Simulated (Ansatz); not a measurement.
**PbO: the order of phases at one pressure**

Which of CsCl, zincblende, WC, anti NiAs has the lowest enthalpy for PbO at one common pressure? Methods of the runs shown: PAW.

Computed with Ansatz 0.2.0 (DFT, r2SCAN, PAW with Ansatz's default frozen-core files, scalar-relativistic, unless a step's input says otherwise).

## 1. Starting point

The structure is cubic, space group Pm-3m (No. 221). Conventional cell: a = 3.271 Å, b = 3.271 Å, c = 3.271 Å, α = 90.00°, β = 90.00°, γ = 90.00°. Around Pb (site symmetry m-3m) lie 8 O at 2.83 Å. O (site symmetry m-3m) is surrounded by 8 Pb at 2.83 Å.

As a file:

```cif
data_structure
_symmetry_space_group_name_H-M 'P 1'
_symmetry_Int_Tables_number 1
_cell_length_a 3.2713
_cell_length_b 3.2713
_cell_length_c 3.2713
_cell_angle_alpha 90.000
_cell_angle_beta 90.000
_cell_angle_gamma 90.000
_cell_volume 35.01
loop_
_atom_site_label
_atom_site_type_symbol
_atom_site_fract_x
_atom_site_fract_y
_atom_site_fract_z
_atom_site_occupancy
Pb1 Pb 0.00000 0.00000 0.00000 1
O1 O 0.50000 0.50000 0.50000 1
```

Atoms are numbered in the order of the input: Pb1, O2.

## 2. Cell relaxed at zero pressure, PAW

input.yaml

```yaml
crystal:
  lattice:
    - [3.2713116536, 0.0, 0.0]
    - [0.0, 3.2713116536, 0.0]
    - [0.0, 0.0, 3.2713116536]
  atoms:
    - { symbol: Pb, position: [0.0, 0.0, 0.0] }
    - { symbol: O, position: [0.5, 0.5, 0.5] }
kpoints:
  mp_grid: { grid: [13, 13, 13] }
scf:
  occupations: { method: fermi_dirac, width: 0.08 }
hamiltonian:
  xc: r2scan
  pseudopotentials: { kind: paw }
output:
  forces: true
  stress: true
relax:
  f_tol: 0.005
  max_steps: 40
  cell: {}
```

Launch:

```console
> ansatz run input.yaml --threads 2 --pin off --max-ram 5120MiB --backend cpu --events-out ev --progress --plain --runs-dir out
```

The runs that follow: Volume scaled by 0.754, to set the pressure, PAW; CsCl relaxed under pressure, PAW; Zincblende relaxed under pressure, PAW; WC relaxed under pressure, PAW; Anti NiAs relaxed under pressure, PAW.

What does the calculation give? Wanted: pressure; lowest.

The runs gave:

| quantity | value |
| --- | --- |
| pressure | 58 GPa |
| lowest (PAW) | CsCl, 40.1 meV/atom under anti NiAs |

**Reading.** By PAW the order is CsCl < anti NiAs < WC < zincblende. Only these structures were tried, with electrons smeared by 0.08 eV and without vibrations, so the true ground state may be another. The k meshes differ between phases and weren't tested, which can move differences by some meV. Spin-orbit coupling is left out, though the cell holds Pb; in elements this heavy it can shift bands and gaps by tenths of an eV.
